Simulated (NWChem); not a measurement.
# B3LYP/SBKJC-VDZ (core potential) run of SnH3Cl (SMILES [Cl][SnH3])

Aim: the vertical ionisation energy of SnH3Cl at B3LYP/SBKJC-VDZ (core potential), from 2 runs. 

The calculation is run with NWChem 7.3.0.

**1. The system as given**

SnH3Cl has 5 atoms, charge 0, and is taken as a singlet. As SMILES, `[Cl][SnH3]`. The coordinates come from a PBE0-D4/def2-TZVP relaxation.

Bond lengths: Cl1–Sn2 2.334 Å, Sn2–H3 1.700 Å, Sn2–H4 1.700 Å, Sn2–H5 1.700 Å. Angles: Cl1–Sn2–H3 106.1°, Cl1–Sn2–H4 106.1°, Cl1–Sn2–H5 106.1°, H3–Sn2–H4 112.7°, H3–Sn2–H5 112.7°, H4–Sn2–H5 112.7°.

**2. The energy at B3LYP/SBKJC-VDZ (core potential)**

test.nw

```
start test
memory 2200 mb

geometry noautosym nocenter noautoz
 Cl    -1.839400     0.332400     1.029900
 Sn     0.168900    -0.044500    -0.097500
 H     -0.120500     0.362900    -1.722400
 H      0.522700    -1.694200     0.111100
 H      1.318200     0.969900     0.637400
end

basis spherical bse
 * library SBKJC-VDZ
end

ecp bse
 Cl library SBKJC-VDZ
 Sn library SBKJC-VDZ
end

dft
 xc b3lyp
 grid fine
 convergence energy 1e-08
 iterations 100
 mulliken
 noprint "final vectors analysis"
end

task dft
```

On the command line:

```sh
$ nwchem test.nw > test.out
```

Output:

```text
[...]
          Wavefunction type:  closed shell.
          No. of atoms     :     5
          No. of electrons :    14
[...]
          Charge           :     0
          Spin multiplicity:     1
[...]
          AO basis - number of functions:    22
[...]
              XC Information
              --------------
                         B3LYP Method XC Potential
                     Hartree-Fock (Exact) Exchange  0.200
                        Slater Exchange Functional  0.800 local
                    Becke 1988 Exchange Functional  0.720 non-local
              Lee-Yang-Parr Correlation Functional  0.810
                  VWN I RPA Correlation Functional  0.190 local
[...]
 d= 0,ls=0.0,diis     1    -20.0999325732 -3.42D+01  3.57D-02  9.29D-02     0.5
[...]
 d= 0,ls=0.0,diis     7    -20.1265931324 -4.05D-10  1.62D-07  6.38D-12     2.4
         Total DFT energy =      -20.126593132386
      One electron energy =      -59.331331669305
           Coulomb energy =       30.083181639823
    Exchange-Corr. energy =       -4.948251636906
 Nuclear repulsion energy =       14.069808534003
[...]
      Total Density - Mulliken Population Analysis
     ---------------------------------------------
    Atom       Charge   Shell Charges
 -----------   ------   -------------------------------------------------------
    1 Cl   7     7.36   1.52  3.80  0.46  1.58
    2 Sn   4     3.43   1.37  2.06 -0.00  0.01
    3 H    1     1.07   0.41  0.66
    4 H    1     1.07   0.41  0.66
    5 H    1     1.07   0.41  0.66
[...]
```

It took 3 s on 1 thread of Intel Xeon Platinum 8259CL at 2.50GHz (Skylake/Cascade Lake), shared host; peak memory 0.12 GiB.

**3. The doublet cation, same level**

clh3sn.nw

```
start clh3sn
memory total 2200 mb
charge 1
geometry noautosym nocenter noautoz
   Cl      -1.839400       0.332400       1.029900
   Sn       0.168900      -0.044500      -0.097500
   H       -0.120500       0.362900      -1.722400
   H        0.522700      -1.694200       0.111100
   H        1.318200       0.969900       0.637400
end
basis spherical bse
   * library SBKJC-VDZ
end
ecp bse
   Cl library SBKJC-VDZ
   Sn library SBKJC-VDZ
end
dft
   xc b3lyp
   mult 2
   grid fine
   convergence energy 1e-08
   iterations 100
   mulliken
   noprint "final vectors analysis"
end
task dft energy
```

On the command line:

```sh
$ nwchem clh3sn.nw > clh3sn.out
```

Output:

```text
[...]
          Wavefunction type:  spin polarized.
          No. of atoms     :     5
          No. of electrons :    13
[...]
          Charge           :     1
          Spin multiplicity:     2
[...]
          AO basis - number of functions:    22
[...]
              XC Information
              --------------
                         B3LYP Method XC Potential
                     Hartree-Fock (Exact) Exchange  0.200
                        Slater Exchange Functional  0.800 local
                    Becke 1988 Exchange Functional  0.720 non-local
              Lee-Yang-Parr Correlation Functional  0.810
                  VWN I RPA Correlation Functional  0.190 local
[...]
 d= 0,ls=0.0,diis     1    -19.5713376733 -3.36D+01  4.61D-02  1.03D-01     0.7
[...]
 d= 0,ls=0.5,diis    58    -19.7214148058 -9.61D-09  3.82D-07  7.11D-10    28.8
[...]
         Total DFT energy =      -19.721414816107
      One electron energy =      -55.692333889419
           Coulomb energy =       26.510880481423
    Exchange-Corr. energy =       -4.609769942114
 Nuclear repulsion energy =       14.069808534003
[...]
      Total Density - Mulliken Population Analysis
     ---------------------------------------------
    Atom       Charge   Shell Charges
 -----------   ------   -------------------------------------------------------
    1 Cl   7     6.82   1.54  3.70  0.46  1.13
    2 Sn   4     3.36   1.40  2.08 -0.01 -0.11
    3 H    1     0.94   0.38  0.55
    4 H    1     0.92   0.38  0.54
    5 H    1     0.97   0.39  0.57
[...]
      <S2> =      0.7565 (Exact =     0.7500)
[...]
```

Run time: 30 s. Hardware: 1 thread of Intel Xeon Platinum 8259CL at 2.50GHz (Skylake/Cascade Lake), shared host; peak memory 0.12 GiB.

**4. What came out**

Level: B3LYP/SBKJC-VDZ (core potential).

```
                                          quantity         value
                      singlet SnH3Cl: total energy  -20.12659 Eh
                     singlet SnH3Cl: dipole moment        3.48 D
                      doublet cation: total energy  -19.72141 Eh
                              doublet cation: ⟨S²⟩         0.756
vertical ionisation energy (to the doublet cation)     11.025 eV
```

What this shows: The vertical ionisation energy comes to 11.03 eV (254 kcal/mol). Mulliken charges (doublet cation) run from +0.03 on H5 to +0.64 on Sn2.
